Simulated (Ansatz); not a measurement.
# Eu: how the settings move a single-point run

Aim: see which settings change the result for Eu, by how much, and at what cost.

Method: reference: DFT, PBE, PAW with Ansatz's default frozen-core files, scalar-relativistic, in Ansatz 0.2.0.

### 1 The structure to begin with

Symmetry: Im-3m, No. 229, cubic system. Conventional cell: a = 4.606 Å, b = 4.606 Å, c = 4.606 Å, α = 90.00°, β = 90.00°, γ = 90.00°. Eu (site symmetry m-3m) is surrounded by 8 Eu at 3.99 Å.

Coordinates:

```
CELL_PARAMETERS angstrom
-2.30300 2.30300 2.30300
2.30300 -2.30300 2.30300
9.21200 9.21200 0.00000
ATOMIC_POSITIONS crystal
Eu 0.00000 0.00000 0.00000
Eu 0.50000 0.50000 0.25000
Eu 0.00000 0.00000 0.50000
Eu 0.50000 0.50000 0.75000
```

### 2 Baseline

Contents of input.yaml:

```yaml
crystal:
  lattice:
    - [-2.303, 2.303, 2.303]
    - [2.303, -2.303, 2.303]
    - [9.212, 9.212, 0.0]
  atoms:
    - { symbol: Eu, position: [0.0, 0.0, 0.0], spin: 7.0 }
    - { symbol: Eu, position: [0.5, 0.5, 0.25], spin: 7.0 }
    - { symbol: Eu, position: [0.0, 0.0, 0.5], spin: 7.0 }
    - { symbol: Eu, position: [0.5, 0.5, 0.75], spin: 7.0 }
magnetization:
  spin_polarized: true
kpoints:
  mp_grid: { grid: [8, 8, 3] }
scf:
  occupations: { method: fermi_dirac, width: 0.05 }
hamiltonian:
  xc: pbe
  pseudopotentials: { kind: paw }
output:
  forces: true
  stress: true
  eigenvalues: true
  populations: true
  write_density: true
  write_potential: true
  elf: true
  volumetric_format: npy
```

Run with:

```
ansatz run input.yaml --threads 2 --pin off --max-ram 6144MiB --backend cpu --events-out ev --progress --plain --runs-dir out
```

### 3 Changed: mp_grid.grid [10, 10, 4], lower_state_search standard, xc lda

Edit input.yaml of step 2 so:

```diff
@@ -13,7 +13,8 @@
 kpoints:
-  mp_grid: { grid: [8, 8, 3] }
+  mp_grid: { grid: [10, 10, 4] }
 scf:
   occupations: { method: fermi_dirac, width: 0.05 }
+  lower_state_search: standard
 hamiltonian:
-  xc: pbe
+  xc: lda
   pseudopotentials: { kind: paw }
@@ -24,5 +25 @@
   populations: true
-  write_density: true
-  write_potential: true
-  elf: true
-  volumetric_format: npy
```

**Question.** What will these runs give? Wanted: for each run, ending; energy change; pressure; abs. moment; force.

**Answer**, as computed:

| run | ending | energy change | pressure (GPa) | abs. moment (μB) | force (eV/Å) | cycles | time |
| --- | --- | --- | --- | --- | --- | --- | --- |
| reference | converged | - | -1.6 | 29.51 | 0.00 | 13 | 79 s |
| 1: mp_grid.grid [10, 10, 4], lower_state_search standard, xc lda | converged | not comparable | -3.6 | 29.20 | 0.00 | 11 | 2.2 min |

Times don't compare one to one where runs were asked for different outputs or read a saved state (see the inputs); cycles may leave out searches for a lower state.

Residual by cycle in the longest SCF loop of each run; runs are numbered as in the table. The quantity is the density residual dr2, in eV.

| cycle | reference | run 1 |
| --- | --- | --- |
| 1 | 1.62 | 1.92 |
| 2 | 0.535 | 0.609 |
| 3 | 0.309 | 0.306 |
| 4 | 0.154 | 0.146 |
| 5 | 0.00917 | 0.016 |
| 6 | 0.00423 | 0.00357 |
| 8 | 3.8e-6 | 2.0e-5 |
| 9 | 3.4e-6 | 1.6e-6 |
| 10 | 1.2e-6 | 5.8e-8 |
| 11 | 9.6e-8 | 2.4e-8 |
| 12 | 3.3e-8 | - |
| 13 | 1.7e-8 | - |

**Reading.** Total energies don't compare across a change of functional; the pressure goes from -1.6 to -3.6 GPa and the absolute moment goes from 29.51 to 29.20 μB. The k-point mesh and search for lower states changed too.
